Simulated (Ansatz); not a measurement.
Geometry optimisation, DFT PBE, scalar-relativistic, plane waves, PAW in Ansatz.

Input:

```yaml
crystal:
  lattice:
    - [0.0, 5.43, 5.43]
    - [5.43, 0.0, 5.43]
    - [5.43, 5.43, 0.0]
  atoms:
    - { symbol: Si, position: [0.0, 0.0, 0.0] }
    - { symbol: Si, position: [0.125, 0.125, 0.125] }
    - { symbol: Si, position: [0.0, 0.0, 0.5] }
    - { symbol: Si, position: [0.125, 0.125, 0.625] }
    - { symbol: Si, position: [0.0, 0.5, 0.0] }
    - { symbol: Si, position: [0.125, 0.625, 0.125] }
    - { symbol: Si, position: [0.0, 0.5, 0.5] }
    - { symbol: Si, position: [0.125, 0.625, 0.625] }
    - { symbol: Si, position: [0.5, 0.0, 0.0] }
    - { symbol: Si, position: [0.625, 0.125, 0.125] }
    - { symbol: Si, position: [0.5, 0.0, 0.5] }
    - { symbol: Si, position: [0.625, 0.125, 0.625] }
    - { symbol: Si, position: [0.5, 0.5, 0.0] }
    - { symbol: Si, position: [0.625, 0.625, 0.125] }
    - { symbol: Si, position: [0.5, 0.5, 0.5] }
    - { symbol: Si, position: [0.625, 0.625, 0.625] }
    - { symbol: Cu, position: [0.8138215, 0.8187493, 0.5503107] }
total_charge: 1
basis:
  ecutwfc: 420.0
kpoints:
  mp_grid: { grid: [2, 2, 2] }
hamiltonian:
  xc: pbe
  pseudopotentials: { kind: paw, azcp: { folder: soft_1 } }
scf:
  occupations: { method: gaussian, width: 0.02 }
  lower_state_search: "off"
relax:
  f_tol: 0.03
  max_steps: 60
  adjacent_minimum: "off"
output:
  write_density: true
  write_potential: true
  elf: true
  volumetric_format: npy
```

Launched with:

```bash
$ ansatz run input.yaml --threads 1 --pin off --max-ram 3072MiB --backend cpu --events-out ev --progress --plain --runs-dir out
```

**Question.** Where does it end, and by what steps?

**Answer.** It converged. The force dipped under the threshold on the way, but the program's further checks kept it going. Limits of this set-up: a small cell, in which the defect meets its images, charged cell in a uniform background, uncorrected. After 16 steps the energy has fallen by 0.656 eV; Cu17 moved furthest, 0.55 Å. Joined: Si1–Cu17 (3.45 → 2.66 Å).

| step | energy less start (eV) | largest force component (eV/Å) | accepted |
| --- | --- | --- | --- |
| 0 | 0.0000 | 1.886 | yes |
| 1 | -0.4720 | 0.784 | yes |
| 2 | -0.5960 | 0.071 | yes |
| 3 | -0.6001 | 0.022 | yes |
| 4 | -0.6026 | 0.106 | yes |
| 5 | -0.6077 | 0.077 | yes |
| 6 | -0.5998 | 0.194 | no |
| 7 | -0.6119 | 0.040 | yes |
| 8 | -0.6159 | 0.091 | yes |
| 9 | -0.6216 | 0.147 | yes |
| 10 | -0.6375 | 0.148 | yes |
| 11 | -0.6415 | 0.216 | yes |
| 12 | -0.6530 | 0.051 | yes |
| 13 | -0.6495 | 0.131 | no |
| 14 | -0.6553 | 0.026 | yes |
| 15 | -0.6556 | 0.030 | yes |
| 16 | -0.6559 | 0.009 | yes |

```xyz
17
Lattice="0.0000 5.4300 5.4300 5.4300 0.0000 5.4300 5.4300 5.4300 0.0000" Properties=species:S:1:pos:R:3
Si 0.134 0.132 -0.154
Si 1.427 1.424 1.358
Si 2.823 2.818 0.082
Si 4.247 4.253 1.257
Si 2.690 -0.006 2.710
Si 4.043 1.405 4.010
Si 5.373 2.763 2.637
Si 6.785 4.116 4.107
Si -0.003 2.686 2.712
Si 1.407 4.041 4.011
Si 2.763 5.376 2.642
Si 4.119 6.783 4.112
Si 2.689 2.686 5.421
Si 4.014 4.010 6.834
Si 5.352 5.344 5.475
Si 6.749 6.751 6.733
Cu 7.120 7.124 9.217
```

Whether the end is a true minimum wasn't checked by a vibrational analysis.

Time of the run: 100 s on 1 thread of Arm Neoverse V2 (shared host), peak memory 0.59 GiB.
